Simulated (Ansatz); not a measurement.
# AlFH₄O₂Si: how energies converge with the basis set

An exercise on one series of results from a longer session: the logs are not shown, and one member is left open.

The runs use Ansatz 0.2.0, Gaussian basis; one geometry, several basis sets.

Plan: PBE0-D4/def2-SVP; ωB97M-V/def2-SVP; PBE0-D4/def2-QZVPP; ωB97M-V/def2-QZVPP; the functionals' def2-TZVPP values are taken from earlier runs.

## Structure used throughout

An earlier PBE0-D4 in a triple-zeta def2 set relaxation fixed the geometry.

SMILES `[OH][Al]([F])[O][SiH3]`, 9 atoms, charge 0, spin multiplicity 1.

Atoms are counted from 1 here; the program's logs count them from 0.

Bond lengths: O1–Al2 1.679 Å, O1–H6 0.955 Å, Al2–F3 1.638 Å, Al2–O4 1.669 Å, O4–Si5 1.627 Å, Si5–H7 1.486 Å, Si5–H8 1.486 Å, Si5–H9 1.486 Å. Angles: Al2–O1–H6 123.0°, O1–Al2–F3 117.2°, O1–Al2–O4 123.0°, F3–Al2–O4 119.8°, Al2–O4–Si5 167.2°, O4–Si5–H7 110.3°, O4–Si5–H8 110.0°, O4–Si5–H9 109.4°, H7–Si5–H8 109.1°, H7–Si5–H9 108.9°, H8–Si5–H9 109.0°.

The first run:

in.yaml

```yaml
crystal:
  periodic: [false, false, false]
  atoms:
    - {symbol: O, position_ang: [2.155986, 0.918277, 1.557418]}
    - {symbol: Al, position_ang: [1.514974, -0.063554, 0.355066]}
    - {symbol: F, position_ang: [2.547960, -1.072769, -0.418132]}
    - {symbol: O, position_ang: [-0.099300, -0.046556, -0.068434]}
    - {symbol: Si, position_ang: [-1.569922, -0.278197, -0.725019]}
    - {symbol: H, position_ang: [1.628783, 1.536958, 2.059549]}
    - {symbol: H, position_ang: [-1.489905, -0.208333, -2.207625]}
    - {symbol: H, position_ang: [-2.100862, -1.608587, -0.328189]}
    - {symbol: H, position_ang: [-2.499114, 0.776461, -0.241735]}
basis:
  gaussian: {orbitals: def2-SVP}
hamiltonian: {xc: pbe0, dispersion: d4}
output: {orbitals: {seedname: orbitals}}
```

Among the steps run: PBE0-D4 in def2-SVP; ωB97M-V in def2-SVP; PBE0-D4 in def2-QZVPP; ωB97M-V in def2-QZVPP.

One of the session's tables, all rows but one given; the rest of the session is left out.

It belongs to the step «Functionals by basis». 

| functional | basis | HOMO (eV) |
| --- | --- | --- |
| PBE0-D4 | def2-SVP | ? |
| PBE0-D4 | def2-TZVPP | -8.96 |
| PBE0-D4 | def2-QZVPP | -8.98 |
| ωB97M-V | def2-SVP | -11.11 |
| ωB97M-V | def2-TZVPP | -11.27 |
| ωB97M-V | def2-QZVPP | -11.29 |

Q: Estimate the row for PBE0-D4, def2-SVP from the others.

**Answer.** HOMO (eV): -8.85. In the column «HOMO (eV)» it is the highest.
